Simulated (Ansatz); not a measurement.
# LaTe: response to strain

Aim: deform LaTe (equal xx and yy strain of +2 %) and compute stress, forces and field gradients with LAPW, PAW and all-electron datasets made for the crystal.

Method: DFT LDA, scalar-relativistic, in Ansatz 0.2.0.

**1. The structure to begin with**

Symmetry: Fm-3m, No. 225, cubic system. The conventional cell has a = 6.422 Å, b = 6.422 Å, c = 6.422 Å, α = 90.00°, β = 90.00°, γ = 90.00°. La (site symmetry m-3m) is surrounded by 6 Te at 3.21 Å. Around Te (site symmetry m-3m) lie 6 La at 3.21 Å.

Coordinates:

```
CELL_PARAMETERS angstrom
0.00000 3.21100 3.21100
3.21100 0.00000 3.21100
3.21100 3.21100 0.00000
ATOMIC_POSITIONS crystal
La 0.00000 0.00000 0.00000
Te 0.50000 0.50000 0.50000
```

Atoms are numbered in the order of the input: La1, Te2.

**2. The deformed structure**

Space group Fm-3m before, I4/mmm after.

**3. LAPW, all electrons**

The input, input.yaml:

```yaml
crystal:
  lattice:
    - [0.0, 3.27522, 3.211]
    - [3.27522, 0.0, 3.211]
    - [3.27522, 3.27522, 0.0]
  atoms:
    - { symbol: La, position: [0.0, 0.0, 0.0] }
    - { symbol: Te, position: [0.5, 0.5, 0.5] }
kpoints:
  mp_grid: { grid: [10, 10, 10] }
  band_path:
    path:
      - [0.0, 0.0, 0.0]
      - [0.0, 0.5, 0.5]
      - [0.25, 0.75, 0.5]
      - [0.0, 0.5, 0.0]
      - [0.0, 0.0, 0.0]
      - [0.5, 0.5, 0.0]
      - [0.38005, 0.61995, 0.0]
      - [-0.38005, 0.38005, 0.0]
      - [0.0, 0.0, 0.0]
    npoints: 5
scf:
  occupations: { method: fermi_dirac, width: 0.08 }
hamiltonian:
  xc: lda
  pseudopotentials: { kind: all_electron, lapw: { basis_error: 0.001 } }
output:
  forces: true
  stress: true
  eigenvalues: true
```

Launch:

```
$ ansatz run input.yaml --threads 1 --pin off --max-ram 3072MiB --backend cpu --events-out ev --progress --plain --runs-dir out
```

**4. Frozen-core PAW**

The input, input.yaml:

```yaml
crystal:
  lattice:
    - [0.0, 3.27522, 3.211]
    - [3.27522, 0.0, 3.211]
    - [3.27522, 3.27522, 0.0]
  atoms:
    - { symbol: La, position: [0.0, 0.0, 0.0] }
    - { symbol: Te, position: [0.5, 0.5, 0.5] }
kpoints:
  mp_grid: { grid: [10, 10, 10] }
scf:
  occupations: { method: fermi_dirac, width: 0.08 }
hamiltonian:
  xc: lda
  pseudopotentials: { kind: paw }
output:
  forces: true
  stress: true
  eigenvalues: true
  efg: { contact_densities: true }
```

**5. All-electron PAW on datasets made for the crystal**

input.yaml: that of step 4 with these lines changed.

```diff
@@ -14,3 +14,3 @@
   xc: lda
-  pseudopotentials: { kind: paw }
+  pseudopotentials: { kind: all_electron, datasets: crystal }
 output:
```

(Steps that only read results are left out.)

Q: Predict the outcome of this session. Wanted: pressure; largest shear or deviatoric stress.

**Answer**, as computed:

| quantity | value |
| --- | --- |
| pressure | LAPW -4.08, PAW -4.11, crystal datasets -4.08 GPa |
| largest shear or deviatoric stress (LAPW) | 1.51 GPa |

The largest part of the stress beyond the pressure is 1.51 GPa in size, in the zz component; the atoms are carried along and not relaxed. No run of the undeformed cell stands beside it, so the pressure holds what the given cell had before the change. PAW: stress within 0.03 GPa of LAPW. Crystal datasets: stress within 0.01 GPa of LAPW. Spin-orbit coupling is left out, though the cell holds La; in elements this heavy it can shift bands and gaps by tenths of an eV.
